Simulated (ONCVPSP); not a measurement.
# Pseudopotential generation for Ge: ONCV, LDA (Perdew-Wang 92)

Do these settings give a usable potential? It is generated, then checked for transferability, scattering, ghosts and hardness.

Program: ONCVPSP 4.0.1.1 (patched build). Reference atom: LDA (Perdew-Wang 92), scalar-relativistic, spherical and spin-unpolarised. All values are calculated.

## (1) Settings

Typed settings, in words:

- element: germanium (Ge, Z = 32)
- type: optimised norm-conserving Vanderbilt (ONCV)
- frozen core: [Ar]
- valence charge: 14
- reference configuration: 3d10 4s2 4p2
- partial waves: 4s: rc 1.55 bohr, ncon 4, nbas 9, qcut 4.5 1/bohr, 1 projector; 4p: rc 2.35 bohr, ncon 5, nbas 8, qcut 3.5 1/bohr, 3 projectors, debl 2 Ha; 3d: rc 0.85 bohr, ncon 4, nbas 9, qcut 21.7 1/bohr, 2 projectors, debl 3.3 Ha
- local potential: polynomial inside 0.85 bohr (lpopt 5, dvloc0 4 Ha)
- core correction: Teter function, fcfact 4.5, rcfact 1.3

The nodes and maxima of the atom's own shells, from an earlier all-electron run, set the scale for the radii.

All-electron outer shells of the reference configuration (LDA (PZ), scalar-relativistic, ld1.x):

```csv
shell,level (eV),outermost node (bohr),outermost maximum (bohr)
3s,-167.73,0.26,0.54
3p,-115.38,0.23,0.54
3d,-29.55,–,0.50
4s,-11.95,0.77,1.73
4p,-4.05,0.82,2.19
```

## (2) Generating the potential

The input, Ge.dat:

```
# ATOM AND REFERENCE CONFIGURATION
# atsym  z   nc   nv     iexc    psfile
  Ge 32.00    5    3  -001012      upf
#
#   n    l    f
    1    0    2.00
    2    0    2.00
    2    1    6.00
    3    0    2.00
    3    1    6.00
    3    2   10.00
    4    0    2.00
    4    1    2.00
#
# PSEUDOPOTENTIAL AND OPTIMIZATION
# lmax
    2
#
#   l,   rc,      ep,       ncon, nbas, qcut
    0    1.55    0.00    4    9    4.50
    1    2.35    0.00    5    8    3.50
    2    0.85    0.00    4    9   21.70
#
# LOCAL POTENTIAL
# lloc, lpopt,  rc(5),   dvloc0
    4    5    0.85    4.00
#
# VANDERBILT-KLEINMAN-BYLANDER PROJECTORs
# l, nproj, debl
    0    1    1.30
    1    3    2.00
    2    2    3.30
#
# MODEL CORE CHARGE
# icmod, fcfact, rcfact
    3    4.50    1.30
#
# LOG DERIVATIVE ANALYSIS
# epsh1, epsh2, depsh
   -3.00    5.00    0.02
#
# OUTPUT GRID
# rlmax, drl
    6.00    0.01
#
# TEST CONFIGURATIONS
# ncnf
    4
# nvcnf
#   n    l    f
    3
    3    2   10.00
    4    0    2.00
    4    1    1.00
#
    3
    3    2   10.00
    4    0    2.00
    4    1    0.00
#
    3
    3    2   10.00
    4    0    1.00
    4    1    0.00
#
    3
    3    2   10.00
    4    0    0.00
    4    1    4.00
#
```

The run is started by

```
$ oncvpsp.x < Ge.dat > Ge.out
```

What does the calculation give? Wanted: cutoffs for 1 and 0.1 mHa per electron, occupied waves; bound ghosts; GHOST(+) flags; largest test error; largest phase difference near zero energy, channels read; rms error of d²Exc/dn², without and with the model core.

**Answer**, as computed:

```
                                                quantity                       value
  cutoffs for 1 and 0.1 mHa per electron, occupied waves           162 Ha and 183 Ha
                                            bound ghosts             s at -117.36 eV
                                          GHOST(+) flags                 p at 218 eV
                            largest test error (AE − PS)  +7.3 meV, for 3d10 4s0 4p4
largest phase difference near zero energy, channels read                   0.005 rad
 rms error of d²Exc/dn², without and with the model core           7.40 and 2.63 mHa
```

In words: A bound ghost (s) makes it unfit for use: electrons can fall into a state that the atom doesn't have. The worst unpolarised test, 3d10 4s0 4p4, is off by 7.3 meV on 16.4 eV; by total energies transferability rates as good. Atomic tests can pass in spite of a ghost, since they solve only for the levels asked. The potential is very hard: the looser tolerance needs 162 Ha. At the looser tolerance the 3d wave is the slowest; 4s needs 9 Ha. Near zero energy the phases of the channels with partial waves agree within 0.005 rad. The program also flags highly localised states, GHOST(+) (p). All of this concerns the isolated atom, not yet a solid.
